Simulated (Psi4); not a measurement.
# I2 (iodine), step by step, part 2 of 2

Psi4 1.11.

## (3) The harmonic vibrations at PBEh-3c/def2-mSVP (density fitting, core potential) (run 2)

File calc.in:

```
memory 1.6 GB

molecule m {
  I
  I 1 R2

  R2 = 2.667642
}

set reference rks
set t 400.0
set rotational_symmetry_number 2

e, wfn = freq("pbeh-3c", return_wfn=True)
```

Run with:

```console
psi4 -n 1 calc.in calc.out
```

calc.out:

```text
Psi4 1.11 release

         ----------------------------------------------------------
                                   FINDIF
         ----------------------------------------------------------

  Using finite-differences of gradients to determine vibrational frequencies and
  normal modes. Resulting frequencies are only valid at stationary points.
    Generating geometries for use with 3-point formula.
    Displacement size will be 5.00e-03.
    Number of atoms is 2.
    Number of irreps is 8.
    Number of SALCs is 3.
    Translations projected? 1. Rotations projected? 0.
    Index of SALCs per irrep:
      1 :  0
      2 :
      3 :  1
      4 :  2
      5 :
      6 :
      7 :
      8 :
    Number of SALCs per irrep:
      Irrep 1: 1
      Irrep 2: 0
      Irrep 3: 1
      Irrep 4: 1
      Irrep 5: 0
      Irrep 6: 0
      Irrep 7: 0
      Irrep 8: 0
    Number of geometries (including reference) is 5.
    Number of displacements per irrep:
      Irrep 1: 2
      Irrep 2: 0
      Irrep 3: 1
      Irrep 4: 1
      Irrep 5: 0
      Irrep 6: 0
      Irrep 7: 0
      Irrep 8: 0
 5 displacements needed ...

  //>>>>>>>>>>>>>>>>>>>>>>>>>>>>>>>>>>>//
  //    FiniteDifference Computations  //
  //<<<<<<<<<<<<<<<<<<<<<<<<<<<<<<<<<<<//

    -----------------------------------------------------------------------
                               Psi4 1.11 release

    h
    h
    h

    -----------------------------------------------------------------------

    Memory:     1.5 GiB
    Threads:    1
                ecpint, einsums, f̶o̶r̶t̶e̶, gauxc, gcp, g̶d̶m̶a̶, geometric, g̶p̶u̶_̶d̶f̶c̶c̶,
                i̶n̶t̶e̶g̶r̶a̶t̶o̶r̶x̶x̶, i̶p̶i̶, libefp, m̶d̶i̶, m̶p̶2̶d̶, m̶r̶c̶c̶, ooo,
                o̶p̶e̶n̶f̶e̶r̶m̶i̶o̶n̶p̶s̶i̶4̶, pcmsolver, p̶s̶i̶4̶f̶o̶c̶k̶c̶i̶, p̶s̶i̶x̶a̶s̶,
                p̶y̶e̶i̶n̶s̶u̶m̶s̶, r̶e̶s̶p̶, s̶i̶m̶i̶n̶t̶, s̶n̶s̶m̶p̶2̶,
                v̶2̶r̶d̶m̶_̶c̶a̶s̶s̶c̶f̶

gradient() will perform analytic gradient computation.

   => Loading Basis Set <=

    Name: DEF2-MSVP
    Role: ORBITAL
    Keyword: BASIS

    !!!  WARNING: ECP capability is in beta. Please check occupations closely.  !!!

   => PBEH3C: Empirical Dispersion <=

        s6 =       1.000000
        s8 =       0.000000
        a1 =       0.486000
        a2 =       4.500000

         ---------------------------------------------------------
                                   SCF
                              RKS Reference
                        1 Threads,   1525 MiB Core
         ---------------------------------------------------------

  ==> Geometry <==

    Molecular point group: d2h
    Full point group: D_inf_h

    Geometry (in Bohr), charge = 0, multiplicity = 1:

       Center              X                  Y                   Z               Mass
    ------------   -----------------  -----------------  -----------------  -----------------
         I            0.000000000000     0.000000000000    -2.520556390384   126.904471900000
         I            0.000000000000     0.000000000000     2.520556390384   126.904471900000

  Running in d2h symmetry.

  Rotational constants: A = ************  B =      0.03733  C =      0.03733 [cm^-1]
  Rotational constants: A = ************  B =   1119.21926  C =   1119.21926 [MHz]
  Nuclear repulsion =  123.980562859915239

  Charge       = 0
  Multiplicity = 1
  Electrons    = 50
  Nalpha       = 25
  Nbeta        = 25

  ==> Algorithm <==

  SCF Algorithm Type is DF.
  DIIS enabled.
  MOM disabled.
  Fractional occupation disabled.
  Guess Type is SAD.
  Energy threshold   = 1.00e-08
  Density threshold  = 1.00e-08
  Integral threshold = 1.00e-12

  ==> Primary Basis <==

  Basis Set: DEF2-MSVP
    Blend: DEF2-MSVP
    Number of shells: 20
    Number of basis functions: 52
    Number of Cartesian functions: 56
    Spherical Harmonics?: true
    Max angular momentum: 2

  Core potential: DEF2-MSVP
    Number of shells: 8
    Number of ECP primitives: 58
    Number of ECP core electrons: 56
    Max angular momentum: 3

  ==> DFT Potential <==

   => LibXC <=

    Version 7.1.2

   => Composite Functional: PBEH3C <=

    PBE Hybrid based 3C composite method with a small basis set, gCP and D3(BJ)

    Deriv               =              1
    GGA                 =           TRUE
    Meta                =          FALSE

    Exchange Hybrid     =           TRUE
    MP2 Hybrid          =          FALSE

   => Exchange Functionals <=

    0.5800     XC_GGA_X_PBE

   => Exact (HF) Exchange <=

    0.4200               HF

   => Correlation Functionals <=

    1.0000     XC_GGA_C_PBE

   => LibXC Density Thresholds  <==

    XC_GGA_C_PBE:  1.00E-12
    XC_GGA_X_PBE:  1.00E-15

   => Molecular Quadrature <=

    Radial Scheme          =       TREUTLER
    Pruning Scheme         =           NONE
    Nuclear Scheme         =       TREUTLER

    Blocking Scheme        =         OCTREE
    BS radius alpha        =              1
    Pruning alpha          =              1
    Radial Points          =             75
    Spherical Points       =            302
    Total Points           =          39056
    Total Blocks           =            370
    Max Points             =            249
    Max Functions          =             52
    Weights Tolerance      =       1.00E-15

   => Loading Basis Set <=

    Name: (DEF2-MSVP AUX)
    Role: JKFIT
    Keyword: DF_BASIS_SCF

  ==> Integral Setup <==

  DFHelper Memory: AOs need 0.011 GiB; user supplied 1.067 GiB.
  SCF_SUBTYPE=INCORE selected. In-core MEM_DF algorithm will be used.
  Using in-core AOs.

  ==> MemDFJK: Density-Fitted J/K Matrices <==

[... 48 lines left out ...]
   @DF-RKS iter SAD:  -589.52668272505753   -5.89527e+02   0.00000e+00
[... 2 lines left out ...]
   @DF-RKS iter   3:  -595.50009257263355   -5.36717e-02   1.86926e-03 ADIIS/DIIS
[... 2 lines left out ...]
   @DF-RKS iter   6:  -595.50111659527010   -2.11572e-07   1.26794e-06 DIIS
[... 2 lines left out ...]
  Energy and wave function converged.
[... 36 lines left out ...]
    Nuclear Repulsion Energy =            123.9805628599152385
[... 2 lines left out ...]
    DFT Exchange-Correlation Energy =     -26.7673634687266429
[... 2 lines left out ...]
    Total Energy =                       -595.5011165962444011
[... 16 lines left out ...]
 Dipole Z            :          0.0000000            0.0000000            0.0000000
[... 151 lines left out ...]
   @DF-RKS iter SAD:  -589.62029792160979   -5.89620e+02   0.00000e+00
[... 2 lines left out ...]
   @DF-RKS iter   3:  -595.50023971882581   -4.23784e-02   1.73605e-03 ADIIS/DIIS
[... 2 lines left out ...]
   @DF-RKS iter   6:  -595.50111662617599   -1.67171e-07   1.21462e-06 DIIS
[... 2 lines left out ...]
  Energy and wave function converged.
[... 16 lines left out ...]
    Nuclear Repulsion Energy =            123.9651273970779926
[... 2 lines left out ...]
    DFT Exchange-Correlation Energy =     -26.7673111846820184
[... 2 lines left out ...]
    Total Energy =                       -595.5011166270910508
[... 16 lines left out ...]
 Dipole Z            :          0.0000000            0.0000000            0.0000000
[... 114 lines left out ...]
   @DF-RKS iter SAD:  -589.52767586007815   -5.89528e+02   0.00000e+00
[... 2 lines left out ...]
   @DF-RKS iter   3:  -595.50011373035068   -5.20381e-02   1.84996e-03 ADIIS/DIIS
[... 2 lines left out ...]
   @DF-RKS iter   6:  -595.50111651811960   -2.09127e-07   1.25993e-06 DIIS
[... 2 lines left out ...]
  Energy and wave function converged.
[... 16 lines left out ...]
    Nuclear Repulsion Energy =            123.9960021671107739
[... 2 lines left out ...]
    DFT Exchange-Correlation Energy =     -26.7674157795740051
[... 2 lines left out ...]
    Total Energy =                       -595.5011165190816200
[... 16 lines left out ...]
 Dipole Z            :          0.0000000            0.0000000            0.0000000
[... 144 lines left out ...]
                           Total Energy        Delta E     RMS |[F,P]|
[... 3 lines left out ...]
   @DF-RKS iter   2:  -595.44622948740812   -1.05555e-01   1.25389e-02 ADIIS/DIIS
[... 2 lines left out ...]
   @DF-RKS iter   5:  -595.50111638504279   -7.71570e-05   1.87330e-05 DIIS
[... 2 lines left out ...]
   @DF-RKS iter   8:  -595.50111659726383   -3.29692e-12   7.59553e-09 DIIS
[... 13 lines left out ...]
  @DF-RKS Final Energy:  -595.50111659726383
[... 5 lines left out ...]
    Two-Electron Energy =                 590.0977521832960520
[... 2 lines left out ...]
    VV10 Nonlocal Energy =                  0.0000000000000000
[... 16 lines left out ...]
 Dipole Y            :          0.0000000            0.0000000            0.0000000
[... 110 lines left out ...]
    Weights Tolerance      =       1.00E-15
[... 6 lines left out ...]
   @DF-RKS iter   1:  -595.34067351492229   -5.81353e+00   1.82794e-02 ADIIS/DIIS
[... 2 lines left out ...]
   @DF-RKS iter   4:  -595.50103922616006   -7.35776e-04   3.90339e-04 ADIIS/DIIS
[... 2 lines left out ...]
   @DF-RKS iter   7:  -595.50111659747881   -9.69408e-10   4.14324e-08 DIIS
[... 28 lines left out ...]
    Final Occupation by Irrep:
[... 10 lines left out ...]
    One-Electron Energy =               -1282.8129081478191438
[... 2 lines left out ...]
    Empirical Dispersion Energy =           0.0008409198884183
[... 16 lines left out ...]
 Dipole X            :          0.0000000            0.0000000            0.0000000
[... 41 lines left out ...]
    Weights Tolerance      =       1.00E-15
[... 9 lines left out ...]
    Psi4 run time: 0:00:01.87

  //>>>>>>>>>>>>>>>>>>>>>>>>>>>>>>>>>>>//
  //      FiniteDifference Results     //
  //<<<<<<<<<<<<<<<<<<<<<<<<<<<<<<<<<<<//

  Computing second-derivative from gradients using projected,
  symmetry-adapted, cartesian coordinates.

  5 gradients passed in, including the reference geometry.
  Generating complete list of displacements from unique ones.

    Operation 2 takes plus displacements of irrep B2g to minus ones.
    Operation 2 takes plus displacements of irrep B3g to minus ones.

-------------------------------------------------------------

  ==> Harmonic Vibrational Analysis <==

  non-mass-weighted Hessian:       Symmetric? True   Hermitian? True   Lin Dep Dim?  3 (0)
  projection of translations (True) and rotations (True) removed 5 degrees of freedom (5)
  total projector:                 Symmetric? True   Hermitian? True   Lin Dep Dim?  5 (5)
  mass-weighted Hessian:           Symmetric? True   Hermitian? True   Lin Dep Dim?  3 (0)
  pre-proj  low-frequency mode:    0.0000i [cm^-1]
  pre-proj  low-frequency mode:    0.0000i [cm^-1]
  pre-proj  low-frequency mode:    0.0000i [cm^-1]
  pre-proj  low-frequency mode:    0.0000  [cm^-1]
  pre-proj  low-frequency mode:    3.0642  [cm^-1]
  pre-proj  all modes:['3.3345i' '0.0000i' '0.0000i' '0.0000' '3.0642' '226.4648']
  projected mass-weighted Hessian: Symmetric? True   Hermitian? True   Lin Dep Dim?  5 (5)
  post-proj low-frequency mode:    0.0000i [cm^-1] (TR)
  post-proj low-frequency mode:    0.0000i [cm^-1] (TR)
  post-proj low-frequency mode:    0.0000i [cm^-1] (TR)
  post-proj low-frequency mode:    0.0000  [cm^-1] (TR)
  post-proj low-frequency mode:    0.0000  [cm^-1] (TR)
  post-proj  all modes:['0.0000i' '0.0000i' '0.0000i' '0.0000' '0.0000' '226.4648']

  Vibration                       6
  Freq [cm^-1]                 226.4648
  Irrep                           Ag
  Reduced mass [u]             126.9045
  Force const [mDyne/A]         3.8347
  Turning point v=0 [a0]        0.0647
  RMS dev v=0 [a0 u^1/2]        0.5156
  IR activ [km/mol]             0.0000
  Char temp [K]                325.8324
  ----------------------------------------------------------------------------------
      1   I                0.00  0.00  0.71
      2   I                0.00  0.00 -0.71

  ==> Thermochemistry Components <==

  Entropy, S
    Electronic S                             0.000 [cal/(mol K)]        0.000 [J/(mol K)]       0.00000000 [mEh/K] (multiplicity = 1)
    Translational S                         43.954 [cal/(mol K)]      183.905 [J/(mol K)]       0.07004561 [mEh/K] (mol. weight = 253.8089 [u], P = 101325.00 [Pa])
    Rotational S                            18.327 [cal/(mol K)]       76.679 [J/(mol K)]       0.02920559 [mEh/K] (symmetry no. = 2)
    Vibrational S                            2.449 [cal/(mol K)]       10.246 [J/(mol K)]       0.00390239 [mEh/K]
  Total S                                   64.730 [cal/(mol K)]      270.830 [J/(mol K)]       0.10315359 [mEh/K]
  Correction S                               0.000 [cal/(mol K)]        0.000 [J/(mol K)]       0.00000000 [mEh/K]

  Constant volume heat capacity, Cv
    Electronic Cv                            0.000 [cal/(mol K)]        0.000 [J/(mol K)]       0.00000000 [mEh/K]
    Translational Cv                         2.981 [cal/(mol K)]       12.472 [J/(mol K)]       0.00475022 [mEh/K]
    Rotational Cv                            1.987 [cal/(mol K)]        8.314 [J/(mol K)]       0.00316681 [mEh/K]
    Vibrational Cv                           1.881 [cal/(mol K)]        7.870 [J/(mol K)]       0.00299736 [mEh/K]
  Total Cv                                   6.849 [cal/(mol K)]       28.656 [J/(mol K)]       0.01091439 [mEh/K]
  Correction Cv                              0.000 [cal/(mol K)]        0.000 [J/(mol K)]       0.00000000 [mEh/K]

  Constant pressure heat capacity, Cp
    Electronic Cp                            0.000 [cal/(mol K)]        0.000 [J/(mol K)]       0.00000000 [mEh/K]
    Translational Cp                         4.968 [cal/(mol K)]       20.786 [J/(mol K)]       0.00791703 [mEh/K]
    Rotational Cp                            1.987 [cal/(mol K)]        8.314 [J/(mol K)]       0.00316681 [mEh/K]
    Vibrational Cp                           1.881 [cal/(mol K)]        7.870 [J/(mol K)]       0.00299736 [mEh/K]
  Total Cp                                   8.836 [cal/(mol K)]       36.970 [J/(mol K)]       0.01408120 [mEh/K]
  Correction Cp                              0.000 [cal/(mol K)]        0.000 [J/(mol K)]       0.00000000 [mEh/K]

  ==> Thermochemistry Energy Analysis <==

  Raw electronic energy, E_e
  Total E_e, Electronic energy at well bottom                                          -595.50111660 [Eh]

  Zero-point vibrational energy, ZPVE = Sum_i omega_i / 2,  E_0 = E_e + ZPVE
    Vibrational ZPVE                         0.324 [kcal/mol]        1.355 [kJ/mol]       0.00051592 [Eh]         113.232 [cm^-1]
  Correction ZPVE to E_e                     0.324 [kcal/mol]        1.355 [kJ/mol]       0.00051592 [Eh]         113.232 [cm^-1]
  Total E_0, Enthalpy at 0 [K]                                                         -595.50060067 [Eh]
  *** Absolute enthalpy, not an enthalpy of formation ***

  Thermal (internal) energy, E (includes ZPVE and finite-temperature corrections)
    Electronic contrib to E beyond E_e       0.000 [kcal/mol]        0.000 [kJ/mol]       0.00000000 [Eh]
    Translational contrib to E               1.192 [kcal/mol]        4.989 [kJ/mol]       0.00190009 [Eh]
    Rotational contrib to E                  0.795 [kcal/mol]        3.326 [kJ/mol]       0.00126672 [Eh]
    Vibrational contrib to E                 0.838 [kcal/mol]        3.508 [kJ/mol]       0.00133601 [Eh]
  Correction E                               2.826 [kcal/mol]       11.822 [kJ/mol]       0.00450282 [Eh]
  Total E, Thermal (internal) energy at  400.00 [K]                                    -595.49661378 [Eh]

  Enthalpy, H_trans = E_trans + k_B * T = E_trans + P * V
    Electronic contrib to H beyond E_e       0.000 [kcal/mol]        0.000 [kJ/mol]       0.00000000 [Eh]
    Translational contrib to H               1.987 [kcal/mol]        8.314 [kJ/mol]       0.00316681 [Eh]
    Rotational contrib to H                  0.795 [kcal/mol]        3.326 [kJ/mol]       0.00126672 [Eh]
    Vibrational contrib to H                 0.838 [kcal/mol]        3.508 [kJ/mol]       0.00133601 [Eh]
  Correction H                               3.620 [kcal/mol]       15.148 [kJ/mol]       0.00576954 [Eh]
  Total H, Enthalpy at  400.00 [K]                                                     -595.49534706 [Eh]
  *** Absolute enthalpy, not an enthalpy of formation ***

  Gibbs free energy, G = H - T * S
    Electronic contrib to G beyond E_e       0.000 [kcal/mol]        0.000 [kJ/mol]       0.00000000 [Eh]
    Translational contrib to G             -15.595 [kcal/mol]      -65.247 [kJ/mol]      -0.02485143 [Eh]
    Rotational contrib to G                 -6.536 [kcal/mol]      -27.346 [kJ/mol]      -0.01041551 [Eh]
    Vibrational contrib to G                -0.141 [kcal/mol]       -0.591 [kJ/mol]      -0.00022495 [Eh]
  Correction G                             -22.272 [kcal/mol]      -93.184 [kJ/mol]      -0.03549190 [Eh]
  Total G, Gibbs energy at  400.00 [K]                                                 -595.53660849 [Eh]
  *** Absolute Gibbs energy, not a free energy of formation ***

    Psi4 run time: 0:00:11.25

[set-up sections that repeat, and orbital energies of the middle runs, are left out above]
```

On the terminal:

```text
Warning: used thermodynamics relations inappropriate for low-frequency modes: ['226.4648']
```

Wall time 12 s (1 thread of Intel Xeon 6975P-C (Granite Rapids), shared host); peak memory 0.3 GiB.

## (4) What came out

This closing draws on all 2 parts.

| quantity | value |
| --- | --- |
| run 1, PBEh-3c/def2-mSVP: total energy at the end | -595.50112 Eh |
| run 1, PBEh-3c/def2-mSVP: dipole moment | 0.00 D |
| run 1, PBEh-3c/def2-mSVP: HOMO energy | -8.25 eV |
| run 1, PBEh-3c/def2-mSVP: LUMO energy | -3.38 eV |
| run 1, PBEh-3c/def2-mSVP: HOMO–LUMO gap | 4.87 eV |
| run 1, PBEh-3c/def2-mSVP: bond length | 2.668 Å |
| run 2, PBEh-3c/def2-mSVP: harmonic wavenumber | 226 cm⁻¹ |
| run 2, PBEh-3c/def2-mSVP: zero-point energy | 1.4 kJ/mol |
| run 2, PBEh-3c/def2-mSVP: ideal-gas entropy at 400 K (symmetry number 2 as used) | 64.7 cal/(mol K) |

**Reading.** The optimisation (run 1, PBEh-3c/def2-mSVP) took 3 steps and changed the energy by -0.000 eV. The one mode (run 2, PBEh-3c/def2-mSVP) is real, so the shape is a minimum at this level.
